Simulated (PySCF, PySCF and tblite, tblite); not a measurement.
# C4H4FN2O−: a path driven as rotation about a bond, and NMR exchange

How fast is rotation about a bond in C4H4FN2O− (`COc1cnc(F)[n-]1`), and when do the exchanging lines merge?

Computed with tblite 0.8.0 (tight binding) and PySCF 2.14.0 (DFT, with response routines of our own); each step states its level. Atoms count from 0 throughout.

## 1. The starting structure

12 atoms, charge -1, multiplicity 1; geometry from: force field or distance geometry start.

Bonds of the start (Å): C0–H10 1.10, C0–H8 1.09, C0–H9 1.10, C0–O1 1.40, C2–C3 1.36, C2–N7 1.35, C3–H11 1.09, C3–N4 1.35, C5–F6 1.34, C5–N7 1.34, N4–C5 1.35, O1–C2 1.42.

## 2. GFN2-xTB relaxation, start minimum

What the job is given:

```
{"job": {"xc": "GFN2-xTB", "basis": "xTB", "kind": "relax"}, "charge": -1, "multiplicity": 1}
C     -2.082600     0.145300     0.115000
O     -1.151600    -0.874900    -0.134800
C      0.183900    -0.397200    -0.082700
C      1.294400    -1.161800    -0.293800
N      2.381400    -0.372400    -0.167800
C      1.901400     0.863000     0.083700
F      2.676000     1.947300     0.261200
N      0.566300     0.879300     0.149800
H     -2.038300     0.922200    -0.653800
H     -1.972500     0.578100     1.120100
H     -3.092700    -0.299600     0.069300
H      1.335400    -2.230000    -0.492200
```

On the command line:

```
$ OMP_NUM_THREADS=1 python ens_run.py task.json out
```

The driver reads the study from task.json and runs its stages one after another.

The log of the run:

```text
step      E/eV     max force
  0    -693.07933    3.087
  1    -693.20301    0.937
  2    -693.23080    0.722
  3    -693.24971    0.240
  4    -693.25358    0.173
  5    -693.25648    0.158
  6    -693.25898    0.150
  7    -693.26073    0.121
  8    -693.26138    0.063
  9    -693.26172    0.061
 10    -693.26207    0.071
 11    -693.26251    0.065
 12    -693.26294    0.065
 13    -693.26338    0.054
 14    -693.26383    0.058
 15    -693.26428    0.070
 16    -693.26464    0.063
 17    -693.26490    0.047
 18    -693.26514    0.059
 19    -693.26539    0.056
 20    -693.26561    0.043
 21    -693.26578    0.041
 22    -693.26588    0.031
 23    -693.26596    0.029
 24    -693.26600    0.017
 25    -693.26603    0.015
 26    -693.26604    0.012
 27    -693.26606    0.012
 28    -693.26607    0.011
 29    -693.26608    0.005
 30    -693.26608    0.002
```

Wall time 0.16 s (1 thread of Arm Neoverse V1, shared host).

Relaxing gained 0.187 eV and moved the atoms by 0.05 Å on average (rms).

## 3. Relaxed scan, rotation

What the job is given:

```
{"job": {"xc": "GFN2-xTB", "basis": "xTB", "coordinate": [["t", [3, 2, 1, 0], 0.5], ["t", [7, 2, 1, 0], 0.5]], "kind": "drive"}, "charge": -1, "multiplicity": 1}
C     -2.070314     0.159504     0.116739
O     -1.148846    -0.863197    -0.123719
C      0.170037    -0.420109    -0.092161
C      1.297367    -1.176840    -0.286913
N      2.390504    -0.357179    -0.172745
C      1.832521     0.807810     0.078112
F      2.587713     1.926949     0.265164
N      0.507404     0.874124     0.146551
H     -1.984520     0.955526    -0.632394
H     -1.913721     0.611424     1.103415
H     -3.064782    -0.292330     0.068044
H      1.397836    -2.226367    -0.496121
```

The log of the run:

```text
point  coordinate     E/eV
  0    104.800     -693.25786
  1    119.700     -693.23613
  2    134.700     -693.22968
  3    149.700     -693.20832
  4    164.700     -693.18471
  5    179.700     -693.16575
  6    194.700     -693.14483
  7    209.700     -693.13005
  8    224.900     -693.13182
  9    240.000     -693.13888
 10    255.000     -693.14905
 11    269.900     -693.15435
```

Wall time 1.9 s (1 thread of Arm Neoverse V1, shared host).

The highest point is number 7, 2.9 kcal/mol above the first.

## 4. Nudged elastic band, leg 1

Changed since step 3:

```diff
@@ -1,2 +1,2 @@
-{"job": {"xc": "GFN2-xTB", "basis": "xTB", "coordinate": [["t", [3, 2, 1, 0], 0.5], ["t", [7, 2, 1, 0], 0.5]], "kind": "drive"}, "charge": -1, "multiplicity": 1}
+{"job": {"xc": "GFN2-xTB", "basis": "xTB", "kind": "neb"}, "charge": -1, "multiplicity": 1}
 C     -2.070314     0.159504     0.116739
```

The log of the run:

```text
image   E - E0 / eV
  0       0.0000
  1       0.0517
  2       0.0627
  3       0.1105
  4       0.1461
  5       0.1292
  6       0.1097
```

It took 1.1 s on 1 thread of Arm Neoverse V1, shared host.

The highest point is number 4, 3.4 kcal/mol above the first.

## 5. Saddle search, leg 1

What the job is given:

```
{"job": {"xc": "GFN2-xTB", "basis": "xTB", "kind": "saddle"}, "charge": -1, "multiplicity": 1}
C     -2.064458    -0.152483    -0.042223
O     -1.079604    -0.262605     0.943978
C      0.213782    -0.032443     0.468368
C      0.852757    -0.625348    -0.593863
N      2.127951    -0.138675    -0.661943
C      2.151221     0.698407     0.357003
F      3.278258     1.402710     0.651763
N      1.054078     0.840027     1.087060
H     -1.790523    -0.694594    -0.954761
H     -2.255191     0.897411    -0.310543
H     -2.980128    -0.588911     0.366490
H      0.491858    -1.343497    -1.311328
```

The log of the run:

```text
step      E/eV     max force
  0    -693.11999   0.0419
  1    -693.12490   0.1263
  2    -693.12201   0.0404
  3    -693.12495   0.0567
  4    -693.12686   0.0968
  5    -693.12813   0.1113
  6    -693.12963   0.0771
  7    -693.13026   0.1326
  8    -693.13138   0.0284
  9    -693.13156   0.0855
 10    -693.13166   0.0148
 11    -693.13169   0.0014
lowest wavenumbers (cm-1): -60.1 134.7 183.9 271.5 326.8 407.5
```

Wall time 2 s (1 thread of Arm Neoverse V1, shared host).

Point group C1; 1 imaginary mode, 60i cm⁻¹, carried by C0, H9, H8, O1. Steps downhill from it reached both ends.

## 6. DFT refinement, start: PBE0-D3(BJ)/def2-SVP

What the job is given:

```
{"job": {"xc": "PBE0", "basis": "def2-SVP", "kind": "refine"}, "charge": -1, "multiplicity": 1}
C     -2.070314     0.159504     0.116739
O     -1.148846    -0.863197    -0.123719
C      0.170037    -0.420109    -0.092161
C      1.297367    -1.176840    -0.286913
N      2.390504    -0.357179    -0.172745
C      1.832521     0.807810     0.078112
F      2.587713     1.926949     0.265164
N      0.507404     0.874124     0.146551
H     -1.984520     0.955526    -0.632394
H     -1.913721     0.611424     1.103415
H     -3.064782    -0.292330     0.068044
H      1.397836    -2.226367    -0.496121
```

The log of the run:

```text
step      E/eV     max force
  0    -11935.54844   0.8549
  1    -11935.58418   0.1112
  2    -11935.58475   0.0137
```

Run time: 28 s. Hardware: 1 thread of Arm Neoverse V1, shared host; peak memory 0.61 GiB.

Gain 0.036 eV; displacement 0.02 Å root mean square.

**DFT refinement, saddle of leg 1: PBE0-D3(BJ)/def2-SVP**

What the job is given:

```
{"job": {"xc": "PBE0", "basis": "def2-SVP", "kind": "refine"}, "charge": -1, "multiplicity": 1}
C     -2.055375    -0.193549    -0.034458
O     -1.069309    -0.317204     0.946881
C      0.219786    -0.066250     0.470856
C      0.845919    -0.553626    -0.651025
N      2.112418    -0.039381    -0.699807
C      2.142378     0.707022     0.386946
F      3.259699     1.409409     0.721175
N      1.058744     0.763524     1.147105
H     -1.960753    -0.965799    -0.810941
H     -2.022909     0.789068    -0.525114
H     -3.019472    -0.313490     0.467030
H      0.488875    -1.219726    -1.418649
```

The log of the run:

```text
step      E/eV     max force
  0    -11935.41748   1.0400
  1    -11935.44917   0.1769
  2    -11935.44986   0.0927
  3    -11935.44955   0.0488
  4    -11935.44966   0.0462
  5    -11935.44975   0.0247
  6    -11935.44975   0.0033
```

Wall time 63 s (1 thread of Arm Neoverse V1, shared host); peak memory 0.62 GiB.

The energy fell by 0.032 eV, and the atoms moved 0.10 Å (root mean square).

**DFT refinement, end: PBE0-D3(BJ)/def2-SVP**

What the job is given:

```
{"job": {"xc": "PBE0", "basis": "def2-SVP", "kind": "refine"}, "charge": -1, "multiplicity": 1}
C     -2.035304    -0.339559    -0.039897
O     -1.139384     0.178529     0.888989
C      0.180044     0.207311     0.435703
C      0.714804    -0.192119    -0.764217
N      2.067002     0.037649    -0.731739
C      2.224593     0.549128     0.470894
F      3.454737     0.926159     0.916693
N      1.156129     0.691321     1.245942
H     -1.792863    -1.378344    -0.308110
H     -2.053654     0.253142    -0.966215
H     -3.024065    -0.310079     0.424504
H      0.253005    -0.619390    -1.638085
```

The log of the run:

```text
step      E/eV     max force
  0    -11935.49598   1.2543
  1    -11935.53637   0.1580
  2    -11935.53667   0.0611
  3    -11935.53713   0.0743
  4    -11935.53737   0.0257
  5    -11935.53741   0.0032
```

Wall time 55 s (1 thread of Arm Neoverse V1, shared host); peak memory 0.62 GiB.

Gain 0.041 eV; displacement 0.02 Å root mean square.

## 7. Shieldings, start: BHandHLYP/pcSseg-1

What the job is given:

```
{"job": {"kind": "nmr", "xc": "BHandHLYP", "basis": "pcSseg-1", "pop": false}, "charge": -1, "multiplicity": 1}
C     -2.069091     0.155473     0.117554
O     -1.130400    -0.840724    -0.117411
C      0.175678    -0.414968    -0.090695
C      1.310731    -1.185725    -0.287595
N      2.406729    -0.351838    -0.173493
C      1.838819     0.805262     0.073572
F      2.578946     1.920144     0.257471
N      0.509031     0.876591     0.143875
H     -1.999284     0.979569    -0.617408
H     -1.949439     0.620607     1.114576
H     -3.066337    -0.311427     0.050366
H      1.395815    -2.253651    -0.496840
```

The log of the run:

```text
coarse grid: 11120 points
cycle   1  E = -438.9701639597  dE =  1.689e+00  |g| = 7.475e-01  |ddm| = 3.274e+00
cycle   2  E = -438.9803343893  dE = -1.017e-02  |g| = 7.748e-01  |ddm| = 1.003e+00
cycle   3  E = -439.0821342694  dE = -1.018e-01  |g| = 7.024e-02  |ddm| = 4.594e-01
cycle   4  E = -439.0827923868  dE = -6.581e-04  |g| = 5.274e-02  |ddm| = 9.455e-02
cycle   5  E = -439.0833669374  dE = -5.746e-04  |g| = 1.083e-02  |ddm| = 4.388e-02
cycle   6  E = -439.0833928683  dE = -2.593e-05  |g| = 4.126e-03  |ddm| = 1.210e-02
cycle   7  E = -439.0833971767  dE = -4.308e-06  |g| = 1.240e-03  |ddm| = 4.429e-03
final grid: 111120 points
cycle   8  E = -439.1333530175  dE = -1.599e-05  |g| = 3.924e-03  |ddm| = 1.110e-02
cycle   9  E = -439.1333522858  dE =  7.316e-07  |g| = 4.515e-03  |ddm| = 5.382e-03
cycle  10  E = -439.1333558070  dE = -3.521e-06  |g| = 3.199e-04  |ddm| = 2.832e-03
cycle  11  E = -439.1333558254  dE = -1.840e-08  |g| = 1.661e-04  |ddm| = 3.925e-04
cycle  12  E = -439.1333558311  dE = -5.758e-09  |g| = 5.876e-05  |ddm| = 1.717e-04
cycle  13  E = -439.1333558318  dE = -7.183e-10  |g| = 1.096e-05  |ddm| = 5.138e-05
converged SCF energy = -439.1333558318

GIAO shielding tensors (ppm)
atom      isotropic    diamagn.    paramagn.     s11        s22        s33       span
  0 C      131.516     241.606    -110.090    108.634    111.756    174.158     65.524
  1 O      288.747     398.350    -109.602    215.595    298.709    351.938    136.343
  2 C       26.101     252.556    -226.454    -40.198     37.604     80.899    121.097
  3 C       86.732     252.685    -165.953     33.235     99.175    127.787     94.552
  4 N       20.825     339.826    -319.000   -153.734      8.743    207.468    361.202
  5 C       22.590     251.319    -228.729    -55.816     48.363     75.224    131.040
  6 F      321.694     473.272    -151.578    234.112    327.339    403.631    169.519
  7 N       41.302     336.660    -295.359   -102.872     17.507    209.270    312.143
  8 H       27.736      29.556      -1.820     24.086     25.843     33.280      9.195
  9 H       27.816      29.563      -1.747     24.257     25.755     33.438      9.181
 10 H       28.443      28.732      -0.289     24.081     26.961     34.288     10.206
 11 H       25.875      32.595      -6.721     22.843     26.167     28.613      5.769
```

Wall time 12 s (1 thread of Arm Neoverse V1, shared host); peak memory 0.75 GiB.

In short: HOMO -1.22 eV, LUMO 6.08 eV.

[end of part 1 of 2]
